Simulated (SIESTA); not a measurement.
**HPbNO4 in SIESTA: convergence with real-space mesh cutoff**

Input of the first run (real-space mesh cutoff 100 Ry); the others differ in this setting and in those tied to it:

The input HPbNO4.fdf:

```
SystemName                      HPbNO4
SystemLabel                     HPbNO4
NumberOfSpecies                 4
NumberOfAtoms                   7
%block ChemicalSpeciesLabel
  1   1 H
  2  82 Pb
  3   7 N
  4   8 O
%endblock ChemicalSpeciesLabel

LatticeConstant                 1.0 Ang
%block LatticeVectors
     3.8540400000     0.1438400000     0.0901200000
    -0.2532000000     5.5269800000     0.1647100000
    -0.4819700000    -1.9272000000     5.7202500000
%endblock LatticeVectors
AtomicCoordinatesFormat         Fractional
%block AtomicCoordinatesAndAtomicSpecies
     0.1091300000     0.6571800000     0.5446300000  1  H
     0.6102900000     0.5212700000     0.1510000000  2  Pb
     0.9158000000     0.9626300000     0.9586700000  3  N
     0.0138400000     0.1363900000     0.8808400000  4  O
     0.7239800000     0.0105700000     0.1285800000  4  O
     0.0038900000     0.7373200000     0.8704300000  4  O
     0.1192700000     0.5932400000     0.3765100000  4  O
%endblock AtomicCoordinatesAndAtomicSpecies

%block kgrid.MonkhorstPack
    7   0   0  0.0
    0   5   0  0.0
    0   0   5  0.0
%endblock kgrid.MonkhorstPack
XC.Functional                   GGA
XC.Authors                      PBE
PAO.BasisSize                   DZP
PAO.EnergyShift                 0.003 Ry
Mesh.Cutoff                     100 Ry
OccupationFunction              FD
ElectronicTemperature           0.05 eV
MaxSCFIterations                120
SCF.MustConverge                false
SCF.Mixer.Method                Pulay
SCF.Mixer.Weight                0.25
SCF.Mixer.History               8
SCF.DM.Tolerance                5.0e-05
SCF.H.Tolerance                 1.0e-03 eV
WriteForces                     true
Charge.Mulliken                 end
%block PAO.Basis
  Pb 4
  n=6 0 2
    6.167 0.000
  n=6 1 2
    8.915 0.000
  n=5 2 2
    4.155 0.000
  n=6 2 1
    8.915
%endblock PAO.Basis
Diag.ParallelOverK              true
```

Potentials or basis: PseudoDojo 0.4 standard (PBE files), DZP (energy shift 0.003 Ry; two zetas on semicore shells).

The run is started by

```sh
$ mpirun -n 4 siesta HPbNO4.fdf > HPbNO4.out 2>&1
```

The cell was built by a generator and needn't be a form met in nature.

Hardware: 4 MPI ranks on Intel(R) Xeon(R) 6975P-C (Granite Rapids), with other jobs on the host.

**Question.** The values tried are 100 Ry, 150 Ry, 200 Ry, 300 Ry, 400 Ry, 500 Ry, 700 Ry, 900 Ry, 1200 Ry, loosest first. From which on does the largest force stay within 0.005 eV/Å of the tightest run that finished?

**Answer.** From 300 Ry on.

```
real-space mesh cutoff  energy less the tightest run, at zero smearing (meV/atom)  pressure (GPa)  largest force (eV/Å)  SCF cycles  CPU time (s)
                100 Ry                                                      -1.23            2.44                 1.325          11            20
                150 Ry                                                       1.80            2.38                 1.374          11            22
                200 Ry                                                       1.87            2.35                 1.375          11            24
                300 Ry                                                       0.67            2.35                 1.365          11            31
                400 Ry                                                       0.47            2.35                 1.364          11            34
                500 Ry                                                       0.23            2.35                 1.363          11            40
                700 Ry                                                       0.06            2.36                 1.362          11            57
                900 Ry                                                       0.03            2.36                 1.363          11            70
               1200 Ry                                                       0.00            2.36                 1.363          11           120
```

Against the tightest run, the energy stays within 1 meV/atom from 300 Ry on; the pressure stays within 0.1 GPa from 100 Ry on. Values are those asked for, which the program may round to a finer grid. The tightest run that finished is the yardstick and may itself not be fully converged.

Caveat, for the tightest run too: the basis of atomic orbitals isn't converged, which shifts pressures, moduli and gaps; forces of over 1 eV/Å show positions far from the minimum, so gaps and moduli don't describe the material at rest.
